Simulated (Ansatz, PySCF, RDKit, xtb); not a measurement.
# Isomers of B2PH5F2, a sample narrowed down

A sample of isomers of B2PH5F2 is drawn. Aim: find which of them has the lowest free energy at 298.15 K, then its properties. The sample is small against all isomers, and the most stable one of this formula need not be in it.

Plan: many cheap relaxations first (GFN2-xTB), then density-functional screening, relaxation at B3LYP-D3(BJ)/def2-SVP, vibrations and a final energy. The numbers are computed, not measured.

7 further runs of the same task are left out: 7 set aside as unsound or not needed.

**1. Candidates**

Isomers were drawn by moving bonds and hydrogen atoms under normal valences; this is a sample, not all of them. O–O, O–halogen and N–halogen bonds and N–N–N chains are not drawn. That gives 19 candidates.

c033 B[B@H-](F)[P@H2+]F; c111 [BH3-][P@H+](F)BF; c187 B[B@H-](F)[P@@H2+]F; c241 F[BH2-]B[P@H2+]F; c258 B[P@H+](F)[BH2-]F; c266 FB[BH2-][P@H2+]F; c277 FB[B@H-](F)[P@@H3+]; c312 [BH3-][P@H2+]B(F)F; c342 FB[P@H2+][BH2-]F; c493 FB(F)[BH2-][P@H3+]; c516 [BH3-]B[PH+](F)F; c656 FB[B@H-](F)[P@H3+]; c670 [BH3-]B(F)[P@H2+]F; c697 F[BH-](F)B[P@H3+]; c707 B[B-](F)(F)[P@H3+]; c719 F[BH2-]B(F)[P@H3+]; c874 B[BH2-][PH+](F)F; c911 FB(F)[BH2-][PH3+]; c996 B[P+]([BH3-])(F)F.

Candidates are built by distance geometry, with a force field where one applies, in up to four conformers (letters a to d). 4 starts with atoms placed at random are added, to find patterns that the rules miss.

**Question.** With final energies at CCSD(T)/def2-SVP + MP2/def2-TZVPP - MP2/def2-SVP, which structure will this search put lowest in free energy, and by what margin?

| quantity | value |
| --- | --- |
| lowest structure found | FB(F)[BH2-][P@H3+], singlet, Cs |
| next finalist | [BH3-][P@H2+]B(F)F, singlet, 3.3 kcal/mol higher in G |
| share at equilibrium, among the finalists | 99.6 % |
| harmonic wavenumbers, lowest and highest (B3LYP-D3(BJ)/def2-SVP) | 48 and 2522 cm⁻¹ |
| rotational constants, same geometry | 0.2735, 0.06404, 0.05335 cm⁻¹ |
| dipole moment (PBE0/def2-TZVPD) | 4.87 D |
| HOMO energy (PBE0/def2-TZVPD) | -8.23 eV |
| LUMO energy (PBE0/def2-TZVPD) | -0.41 eV |
| HOMO–LUMO gap (PBE0/def2-TZVPD) | 7.83 eV |
| lowest excitation (TD-CAM-B3LYP/def2-SVPD) | 7.14 eV (f = 0.023) |
| strongest of the states computed, same level | 7.96 eV (f = 0.051) |
| lowest triplet excitation, same level, Tamm-Dancoff | 6.03 eV |
| vertical ionisation energy | 10.39 eV |
| vertical electron affinity | -0.64 eV (unbound: the value depends on the basis) |
| vertical triplet less singlet | +5.93 eV |

`FB(F)[BH2-][P@H3+]` comes out lowest. The margin of 3.3 kcal/mol over the next finalist is beyond the usual error of the last level; it says nothing of structures that weren't ranked. r2SCAN-D4/def2-SVP, B3LYP-D3(BJ)/def2-SVP, HF/def2-SVP and MP2/def2-SVP already put its bonding pattern lowest among the structures in one piece; GFN2-xTB and HF/STO-3G favour the singlet [BH3-][P@H2+]B(F)F. 6 minima inside the window were never screened. The search is not exhaustive (a finite list of starts, one conformer a finalist), so a lower isomer can't be ruled out. Only 19 drawn patterns were tried, so whole families of isomers are missing, and the result ranks this sample alone. The lowest isomer need not be the one that is made and kept in a bottle, which depends on barriers.
